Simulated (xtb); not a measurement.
**GFN0-xTB run of BSi2PNH9 (SMILES BN([SiH3])[SiH2]P)**

What is the energy change on altering one bond length of BSi2PNH9 at GFN0-xTB? 

The results are computed with xtb 6.7.1.

19 further runs of the same task are left out: 1 that didn't finish, 18 set aside as unsound or not needed.

## 1. The system as given

BSi2PNH9: 14 atoms, total charge 0, spin state singlet. SMILES: `BN([SiH3])[SiH2]P`. The coordinates come from a GFN2-xTB relaxation. This is one conformer, not always the lowest.

Bond lengths: B1–N2 1.406 Å, N2–Si3 1.761 Å, N2–Si4 1.763 Å, Si4–P5 2.243 Å, B1–H6 1.171 Å, B1–H7 1.175 Å, Si3–H8 1.465 Å, Si3–H9 1.458 Å, Si3–H10 1.466 Å, Si4–H11 1.466 Å, Si4–H12 1.465 Å, P5–H13 1.386 Å, P5–H14 1.382 Å. Some angles: B1–N2–Si3 122.4°, B1–N2–Si4 119.6°, Si3–N2–Si4 118.0°, N2–Si4–P5 113.7°, N2–B1–H6 120.0°, N2–B1–H7 119.7°, N2–Si3–H8 107.0°, N2–Si3–H9 108.2°, N2–Si3–H10 107.4°, N2–Si4–H11 108.2°.

## 2. Energy and gradient at GFN0-xTB

mol.xyz reads:

```xyz
14

B     -1.10522000    -0.46960000     1.10158000
N      0.05100000    -0.43299000     0.30280000
Si     1.61693000    -0.99072000     0.88275000
Si    -0.05276000     0.16629000    -1.35188000
P     -0.98606000     2.19928000    -1.51584000
H     -1.04798000    -0.88026000     2.19644000
H     -2.12435000    -0.07963000     0.66696000
H      2.03894000    -2.07970000    -0.00148000
H      1.45827000    -1.44546000     2.25871000
H      2.54307000     0.14276000     0.80194000
H     -0.81510000    -0.80476000    -2.14279000
H      1.32143000     0.27594000    -1.84764000
H     -0.65010000     2.59999000    -0.23229000
H     -2.24805000     1.79884000    -1.11925000
```

The run is started by

```console
xtb --gfn0 --grad -- mol.xyz | tee mol.out
```

The program printed, cut to the lines that bear on the results:

```text
* xtb version 6.7.1
[...]
[WARNING] Please study the warnings concerning your input carefully
-1- prog_main_parseArguments: The use of '--gfn0' is discouraged, please use '--gfn 0' next time
########################################################################
[...]
          :  # basis functions                  56          :
[...]
          :  # electrons                        30          :
[...]
 Zeroth order Hamiltonian       ...        0 min,  0.001 sec ( 10.633%)
[...]
         ::                     SUMMARY                     ::
         :::::::::::::::::::::::::::::::::::::::::::::::::::::
         :: total energy             -15.452371537137 Eh    ::
         :: gradient norm              0.034930934548 Eh/a0 ::
         :: HOMO-LUMO gap              3.987300021875 eV    ::
         ::.................................................::
         :: H0 energy                -15.475180417292 Eh    ::
         :: repulsion energy           0.166011992639 Eh    ::
         :: electrostat energy        -0.129574502627 Eh    ::
         :: -> Gsolv                   0.000000000000 Eh    ::
         ::    -> Gsasa                0.000000000000 Eh    ::
         ::    -> Gshift               0.000000000000 Eh    ::
         :: dispersion energy         -0.004767216841 Eh    ::
         :: short-range corr.         -0.008861393016 Eh    ::
         :: add. restraining           0.000000000000 Eh    ::
         :: total charge              -0.000000000000 e     ::
         :::::::::::::::::::::::::::::::::::::::::::::::::::::
[...]
        15        2.0000           -0.3973020             -10.8111 (HOMO)
        16                         -0.2507714              -6.8238 (LUMO)
[...]
     #   Z          covCN         q      C6AA      α(0)
     1   5 B        2.837     0.008    36.292     9.814
     2   7 N        2.477    -0.842    43.515     9.872
     3  14 Si       3.795     0.615   133.244    21.316
     4  14 Si       3.821     0.564   134.912    21.446
     5  15 P        2.882     0.026   162.811    22.871
     6   1 H        0.939     0.084     1.940     2.177
     7   1 H        0.937     0.074     2.041     2.234
     8   1 H        0.918    -0.099     5.539     3.681
     9   1 H        0.920    -0.099     5.513     3.672
    10   1 H        0.918    -0.101     5.608     3.704
    11   1 H        0.918    -0.095     5.397     3.634
    12   1 H        0.918    -0.109     5.905     3.801
    13   1 H        0.977    -0.003     3.109     2.755
    14   1 H        0.977    -0.022     3.460     2.907
[...]
     #   Z sym  total        # sym  WBO       # sym  WBO       # sym  WBO
 ---------------------------------------------------------------------------
     1   5 B    2.939 --     2 N    1.090     6 H    0.880     7 H    0.876
     2   7 N    2.943 --     1 B    1.090     3 Si   0.912     4 Si   0.887
     3  14 Si   3.729 --     2 N    0.912     9 H    0.894    10 H    0.890
                             8 H    0.889
     4  14 Si   3.906 --     5 P    1.072     2 N    0.887    11 H    0.879
                            12 H    0.866
     5  15 P    3.067 --     4 Si   1.072    13 H    0.960    14 H    0.958
     6   1 H    0.898 --     1 B    0.880
     7   1 H    0.897 --     1 B    0.876
     8   1 H    0.910 --     3 Si   0.889
     9   1 H    0.906 --     3 Si   0.894
    10   1 H    0.910 --     3 Si   0.890
    11   1 H    0.921 --     4 Si   0.879
[...]
          | TOTAL ENERGY              -15.452371537137 Eh   |
          | GRADIENT NORM               0.034930934548 Eh/α |
          | HOMO-LUMO GAP               3.987300021875 eV   |
           -------------------------------------------------
[...]
```

Standard error:

```text
normal termination of xtb
```

It took 0.043 s on 1 thread of Intel Xeon Platinum 8559C (Emerald Rapids), shared host.

## 3. The distorted shape

coord reads:

```
$coord
     -1.510851154447     -1.108477439909      2.328055658137  b
      0.674087985368     -1.039294566487      0.818580224309  n
      3.633266815703     -2.093251517974      1.914526890285  si
      0.478010002676      0.093180505479     -2.308311799587  si
     -1.285671389437      3.934974819582     -2.618151294981  p
     -1.402683231074     -1.884512370248      4.397041202945  h
     -4.014439692849     -0.150478891304      1.260371736080  h
      4.430750137556     -4.151125473169      0.243574359108  h
      3.333442868770     -2.952585575886      4.514714448725  h
      5.383417768764      0.048715249767      1.761818122154  h
     -0.962603811171     -1.741838047839     -3.802915088815  h
      3.074852745876      0.300388975044     -3.245162423132  h
     -0.650799000608      4.692206974981     -0.192593327717  h
     -3.670486861453      3.178252890237     -1.868704811215  h
$end
```

The run is started by

```console
xtb --gfn 0 --grad -- coord | tee coord.out
```

The program printed, cut to the lines that bear on the results:

```text
* xtb version 6.7.1
[...]
          :  # basis functions                  56          :
[...]
          :  # electrons                        30          :
[...]
 Zeroth order Hamiltonian       ...        0 min,  0.001 sec ( 11.253%)
[...]
         ::                     SUMMARY                     ::
         :::::::::::::::::::::::::::::::::::::::::::::::::::::
         :: total energy             -15.442080264695 Eh    ::
         :: gradient norm              0.043153376952 Eh/a0 ::
         :: HOMO-LUMO gap              3.971648988371 eV    ::
         ::.................................................::
         :: H0 energy                -15.450055665510 Eh    ::
         :: repulsion energy           0.152849807868 Eh    ::
         :: electrostat energy        -0.129879803681 Eh    ::
         :: -> Gsolv                   0.000000000000 Eh    ::
         ::    -> Gsasa                0.000000000000 Eh    ::
         ::    -> Gshift               0.000000000000 Eh    ::
         :: dispersion energy         -0.005197420564 Eh    ::
         :: short-range corr.         -0.009797182808 Eh    ::
         :: add. restraining           0.000000000000 Eh    ::
         :: total charge              -0.000000000000 e     ::
         :::::::::::::::::::::::::::::::::::::::::::::::::::::
[...]
        15        2.0000           -0.3972857             -10.8107 (HOMO)
        16                         -0.2513303              -6.8390 (LUMO)
[...]
          | TOTAL ENERGY              -15.442080264695 Eh   |
          | GRADIENT NORM               0.043153376952 Eh/α |
          | HOMO-LUMO GAP               3.971648988371 eV   |
           -------------------------------------------------
[...]
```

Standard error:

```text
normal termination of xtb
```

It took 0.048 s on 1 thread of Intel Xeon Platinum 8559C (Emerald Rapids), shared host.

## 4. Results

Level: GFN0-xTB.

| quantity | value |
| --- | --- |
| first shape: total energy | -15.45237 Eh |
| first shape: dipole moment | 0.52 D |
| first shape: HOMO energy | -10.81 eV |
| first shape: LUMO energy | -6.82 eV |
| first shape: HOMO–LUMO gap | 3.99 eV |
| first shape: dispersion energy | -12.52 kJ/mol |
| first shape: largest force on an atom | 1.143 eV/Å |
| first shape: mean polarisability (D4 model) | 113.9 bohr³ |
| distorted shape: total energy | -15.44208 Eh |
| distorted shape: dipole moment | 2.11 D |
| distorted shape: HOMO energy | -10.81 eV |
| distorted shape: LUMO energy | -6.84 eV |
| distorted shape: HOMO–LUMO gap | 3.97 eV |
| distorted shape: dispersion energy | -13.65 kJ/mol |
| distorted shape: largest force on an atom | 1.232 eV/Å |
| distorted shape: mean polarisability (D4 model) | 120.1 bohr³ |
| energy change with the B1–H7 bond stretched from 1.175 to 1.527 Å | 0.280 eV |

What this shows: With the B1–H7 bond stretched from 1.175 to 1.527 Å the energy rises by 0.28 eV (27.0 kJ/mol). The first shape isn't relaxed at this level, so the change isn't measured from a minimum. The largest force (first shape) is 1.14 eV/Å: the shape isn't a stationary point for this species at this level.
